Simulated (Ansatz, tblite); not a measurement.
**SiCl(NHMe)3 (C₃H₁₂ClN₃Si): spin states and exact exchange**

Aim: set other spin states of SiCl(NHMe)3 (C₃H₁₂ClN₃Si) against its singlet, on many levels of theory.

The runs use Ansatz 0.2.0, Gaussian basis; as each input shows.

The runs, in order: triplet, at the geometry of the singlet (GFN1-xTB, GFN2-xTB, PBE0-D4/def2-TZVP, PBE-D4/def2-TZVP, r2SCAN-D4/def2-TZVP); the singlet's energies come from earlier runs.

3 further runs of the same task are left out: 1 that didn't finish, 2 set aside as unsound or not needed.

### 1 The relaxed structure

The singlet was relaxed beforehand with r2SCAN-D4/def2-SVP.

20 atoms, charge 0, spin multiplicity 1.

Bond lengths: Si1–Cl2 2.116 Å, Si1–N3 1.712 Å, Si1–N9 1.715 Å, Si1–N15 1.714 Å, N3–C4 1.449 Å, N3–H5 1.016 Å, C4–H6 1.105 Å, C4–H7 1.101 Å, C4–H8 1.106 Å, N9–C10 1.450 Å, N9–H11 1.016 Å, C10–H12 1.105 Å, C10–H13 1.101 Å, C10–H14 1.107 Å, N15–C16 1.450 Å, N15–H17 1.016 Å, C16–H18 1.105 Å, C16–H19 1.102 Å and more. Angles: Cl2–Si1–N3 107.8°, Cl2–Si1–N9 108.1°, Cl2–Si1–N15 108.8°, N3–Si1–N9 111.7°, N3–Si1–N15 110.1°, N9–Si1–N15 110.3°, Si1–N3–C4 127.1°, Si1–N3–H5 116.3°, C4–N3–H5 115.0°, N3–C4–H6 112.2°, N3–C4–H7 109.6°, N3–C4–H8 112.9°, H6–C4–H7 107.4°, H6–C4–H8 107.8°, H7–C4–H8 106.7°, Si1–N9–C10 125.9°, Si1–N9–H11 115.9°, C10–N9–H11 114.6° and more.

### 2 Triplet at the fixed geometry, GFN1-xTB

Tight binding, by tblite at 300 K electronic temperature and without a spin-polarisation term:

```python
tblite.interface.Calculator('GFN1-xTB', numbers, positions, charge=0, uhf=2).singlepoint()
```

Energy -772.6027 eV; 0.038 s.

### 3 Triplet at the fixed geometry, GFN2-xTB

Tight binding, by tblite at 300 K electronic temperature and without a spin-polarisation term:

```python
tblite.interface.Calculator('GFN2-xTB', numbers, positions, charge=0, uhf=2).singlepoint()
```

Energy -746.4509 eV; 0.029 s.

### 4 Triplet at the fixed geometry, PBE0-D4/def2-TZVP

in.yaml

```yaml
crystal:
  periodic: [false, false, false]
  atoms:
    - {symbol: Si, position_ang: [-0.009802, 0.016411, 0.026726]}
    - {symbol: Cl, position_ang: [-0.010554, 0.038219, 2.142589]}
    - {symbol: N, position_ang: [1.620018, -0.038333, -0.494451]}
    - {symbol: C, position_ang: [2.753221, 0.633904, 0.108618]}
    - {symbol: H, position_ang: [1.857353, -0.776263, -1.150729]}
    - {symbol: H, position_ang: [3.359484, 1.179980, -0.637258]}
    - {symbol: H, position_ang: [2.397601, 1.369771, 0.845889]}
    - {symbol: H, position_ang: [3.426472, -0.057749, 0.649482]}
    - {symbol: N, position_ang: [-0.802839, 1.434814, -0.520082]}
    - {symbol: C, position_ang: [-1.977646, 2.037805, 0.078904]}
    - {symbol: H, position_ang: [-0.241482, 2.068671, -1.081383]}
    - {symbol: H, position_ang: [-2.670473, 2.431166, -0.686689]}
    - {symbol: H, position_ang: [-2.528626, 1.280493, 0.658502]}
    - {symbol: H, position_ang: [-1.739383, 2.862790, 0.778023]}
    - {symbol: N, position_ang: [-0.848593, -1.378193, -0.511427]}
    - {symbol: C, position_ang: [-0.754032, -2.697673, 0.082786]}
    - {symbol: H, position_ang: [-1.700840, -1.210488, -1.038470]}
    - {symbol: H, position_ang: [-0.812591, -3.492181, -0.682651]}
    - {symbol: H, position_ang: [0.218388, -2.805980, 0.589573]}
    - {symbol: H, position_ang: [-1.535654, -2.897142, 0.842046]}
basis:
  gaussian: {orbitals: def2-TZVP}
magnetization: {spin_polarized: true, initial_magnetization: 2}
hamiltonian: {xc: pbe0, dispersion: d4}
scf: {omitted_lower_state_checks: [starts]}
output: {orbitals: {seedname: orbitals}}
```

Started as:

```
ansatz run in.yaml --threads 4 --pin off --events-out ev --progress --plain --max-ram 4787MiB
```

Standard output:

```text
Functional definition: PBE0
  name "PBE0"
  cite "Adamo & Barone, J. Chem. Phys. 110, 6158 (1999) doi:10.1063/1.478522"
  cite "Perdew, Burke & Ernzerhof, Phys. Rev. Lett. 77, 3865 (1996) doi:10.1103/PhysRevLett.77.3865"
  parent pbe
  parameter a = 0.25
  parameter kappa = 0.804
  parameter beta = 0.06672455060314922
  exchange = (1 - a)*pbe_x(kappa = kappa, mu = beta*pi^2/3) + a*exact_x
  correlation = pbe_c(beta = beta)
these checks for a lower state are left out or cut short: starts
2069 factors; their error is unknown
mean field evaluation 1: about -28133.6491 eV, gradient 7.5e1 eV
mean field evaluation 2: about -28053.6314 eV, gradient 1.4e2 eV
mean field evaluation 4: about -28155.1650 eV, gradient 3.3e1 eV
mean field evaluation 8: about -28161.4743 eV, gradient 2.7e0 eV
mean field evaluation 16: about -28161.7013 eV, gradient 2.0e0 eV
mean field -28161.83303601 eV, -1034.9282752972 hartree, gradient 2.2e-5 eV, S^2 2.005169; 0 other end points of the search recorded, 0 dependent functions left out
reference -28161.83308218 eV, -1034.9282769941 hartree; 42, 40 occupied and 290, 292 virtual orbitals, 2069 factors
Total energy: -28162.30956577 eV, -1034.9457874432 hartree
Checks for a lower state left out: starts
```

It took 30 s on 4 threads of Intel Xeon at 2.70GHz, shared host; peak memory 1.6 GiB.

Report: HOMO -1.29 eV, LUMO -5.39 eV (over both spins; with the spin held, an empty level of the minority spin lies below the top filled one); ⟨S²⟩ 2.005 (pure: 2.00).

### 5 Triplet at the fixed geometry, PBE-D4/def2-TZVP

start.molden holds the orbitals of an earlier run on this state, given as this run's starting guess.

in.yaml: that of step 4 with these lines changed.

```diff
@@ -24,5 +24,5 @@
 basis:
-  gaussian: {orbitals: def2-TZVP}
+  gaussian: {orbitals: def2-TZVP, initial_orbitals: start.molden}
 magnetization: {spin_polarized: true, initial_magnetization: 2}
-hamiltonian: {xc: pbe0, dispersion: d4}
+hamiltonian: {xc: pbe, dispersion: d4}
 scf: {omitted_lower_state_checks: [starts]}
```

The command is unchanged.

Standard output:

```text
Functional definition: PBE
  name "PBE"
  cite "Perdew, Burke & Ernzerhof, Phys. Rev. Lett. 77, 3865 (1996) doi:10.1103/PhysRevLett.77.3865"
  parent pbe
  parameter kappa = 0.804
  parameter beta = 0.06672455060314922
  exchange = pbe_x(kappa = kappa, mu = beta*pi^2/3)
  correlation = pbe_c(beta = beta)
these checks for a lower state are left out or cut short: starts
2041 factors; their error is unknown
mean field evaluation 1: about -28159.2255 eV, gradient 1.0e1 eV
mean field evaluation 2: about -28159.4815 eV, gradient 8.0e-1 eV
mean field evaluation 4: about -28159.6983 eV, gradient 6.4e-1 eV
mean field evaluation 8: about -28159.6950 eV, gradient 1.2e-2 eV
mean field evaluation 16: about -28159.6950 eV, gradient 6.7e-4 eV
mean field -28159.69504904 eV, -1034.8497057253 hartree, gradient 3.1e-6 eV, S^2 2.001891; 0 other end points of the search recorded, 0 dependent functions left out
reference -28159.69511335 eV, -1034.8497080887 hartree; 42, 40 occupied and 290, 292 virtual orbitals, 2041 factors
Total energy: -28160.24886979 eV, -1034.8700582625 hartree
Checks for a lower state left out: starts
```

Wall time 18 s (4 threads of Intel Xeon at 2.70GHz, shared host); peak memory 0.75 GiB.

Report: HOMO -0.66 eV, LUMO -6.10 eV (over both spins; with the spin held, an empty level of the minority spin lies below the top filled one); ⟨S²⟩ 2.002 (pure: 2.00).

### 6 Triplet at the fixed geometry, r2SCAN-D4/def2-TZVP

in.yaml: that of step 5 with these lines changed.

```diff
@@ -26,3 +26,3 @@
 magnetization: {spin_polarized: true, initial_magnetization: 2}
-hamiltonian: {xc: pbe, dispersion: d4}
+hamiltonian: {xc: r2scan, dispersion: d4}
 scf: {omitted_lower_state_checks: [starts]}
```

Launched as before.

Standard output (excerpt; [...] marks lines left out):

```text
Functional definition: r2SCAN
  name "r2SCAN"
  cite "Furness, Kaplan, Ning, Perdew & Sun, J. Phys. Chem. Lett. 11, 8208 (2020) doi:10.1021/acs.jpclett.0c02405"
  cite "Furness, Kaplan, Ning, Perdew & Sun, J. Phys. Chem. Lett. 11, 9248 (2020) doi:10.1021/acs.jpclett.0c03077"
  parent r2scan
[...]
2041 factors; their error is unknown
[...]
mean field -28172.59150193 eV, -1035.3236416276 hartree, gradient 2.8e-6 eV, S^2 2.006993; 0 other end points of the search recorded, 0 dependent functions left out
reference -28172.59152241 eV, -1035.3236423802 hartree; 42, 40 occupied and 290, 292 virtual orbitals, 2041 factors
Total energy: -28172.74329739 eV, -1035.3292200078 hartree
Checks for a lower state left out: starts
```

It took 88 s on 4 threads of Intel Xeon at 2.70GHz, shared host; peak memory 1.6 GiB.

HOMO -0.66 eV, LUMO -6.09 eV (over both spins; with the spin held, an empty level of the minority spin lies below the top filled one); ⟨S²⟩ 2.007 (pure: 2.00).

### 7 Triplet less singlet, vertical

The singlet's energies are those of its earlier runs, whose logs aren't repeated here.

| level | triplet less singlet, vertical (eV) | time |
| --- | --- | --- |
| GFN1-xTB | +7.105 | 0.062 s |
| GFN2-xTB | +6.516 | 0.045 s |
| PBE-D4/def2-TZVP | +5.459 | 22 s |
| r2SCAN-D4/def2-TZVP | +5.876 | 95 s |
| PBE0-D4/def2-TZVP | +6.052 | 44 s |

Times add the two runs; a level without a time comes out of a correlated run. Tight binding without a spin term can't rank spin states.

### 8 Results

| quantity | value |
| --- | --- |
| triplet less singlet, vertical, functionals in def2-TZVP | +5.459 (PBE-D4) to +6.052 eV (PBE0-D4) |

What this shows: All functionals put the triplet above the singlet, over a spread of 0.593 eV. The checks for a lower triplet were left out, so another state of that spin may lie lower. These are electronic energies, without zero-point motion, entropy or surroundings.
